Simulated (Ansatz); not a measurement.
Sn3Se:

```
Sn Se
1.0
     4.74188    0.00000    0.00000
     0.00000    4.74188    0.00000
     0.00000    0.00000    4.74188
Sn Se
3 1
Direct
  0.50000 0.50000 0.00000
  0.50000 0.00000 0.50000
  0.00000 0.50000 0.50000
  0.00000 0.00000 0.00000
```

The cell comes from a database or a generator and needn't be the stable form of this composition.

| Item | Value |
| --- | --- |
| Program | Ansatz 0.2.0 |
| Task | relaxation of cell and atoms |
| Functional | PBEsol |
| Potentials or basis | Ansatz PAW |
| Cutoff | 420 eV (not typed: the program's choice for these potentials) |
| k mesh | 6 × 6 × 6 |
| Occupations | fermi-dirac, width 0.05 eV |
| Spin | no spin polarisation |

At the start: volume 26.66 Å³/atom.

Problem. How do energy, volume and symmetry change on relaxing?

Solution. It ends after 5 steps and the volume is 25.26 Å³/atom (-5.3 %); space group Pm-3m (No. 221, to 0.05 Å).

Step by step:
```
step  energy change (eV)  largest force (eV/Å)  volume (Å³)
   1              0.0000                0.0000       106.62
   2             -0.0462                0.0000        99.61
   3             -0.0493                0.0000       101.13
   4             -0.0493                0.0000       101.02
   5             -0.0483                0.0000       101.02
```

Final structure:
```
Sn Se
1.0
     4.65737    0.00000    0.00000
     0.00000    4.65737    0.00000
     0.00000    0.00000    4.65737
Sn Se
3 1
Direct
  0.50000 0.50000 0.00000
  0.50000 0.00000 0.50000
  0.00000 0.50000 0.50000
  0.00000 0.00000 0.00000
```

Caveat: the plane-wave basis is chosen anew once the cell has moved, so the energies of steps on either side of that aren't comparable; the PAW data sets come from PBE, with cores solved anew for the run's functional, which leaves a small shift of forces and pressure.
